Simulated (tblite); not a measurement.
# GeH8O3Si3: the cost of one run

Computed with tblite 0.8.0 and PySCF 2.14.0; each step states its level. No surroundings beyond the atoms listed, unless a continuum is named. Atoms count from 0, parts from 1.

## 1. Starting point

15 atoms, charge 0, multiplicity 1; geometry: distance geometry start.

## 2. Relaxing the cluster with GFN2-xTB

What the job is given:

```
{"job": {"kind": "relax", "xc": "GFN2-xTB", "basis": "xTB"}, "charge": 0, "multiplicity": 1}
O      0.010794    -0.205178     1.496724
Si    -1.657000     0.105086     1.438394
O     -1.828781     1.340263     0.270518
Si    -1.492761     0.703789    -1.282027
O     -0.226571    -0.418908    -1.361166
Si     0.555147    -0.850442     0.035017
Ge     2.767715    -0.089841    -0.174992
H     -2.332025    -1.132611     1.053308
H     -2.048315     0.621110     2.756887
H     -1.206177     1.810268    -2.162414
H     -2.706760     0.058326    -1.771563
H      0.538794    -2.295110     0.163034
H      2.657138     1.292430    -0.824879
H      3.614149    -1.067054    -0.988529
H      3.311088     0.092441     1.286526
```

Level: GFN2-xTB geometry optimisation, gas phase.

Run with:

```console
OMP_NUM_THREADS=1 python cluster_run.py task.json out
```

One launch serves the whole session: the jobs run in the order shown.

**Question.** How long does this first job take on 1 thread of Arm Neoverse N1, shared host?

About 5.4 s.
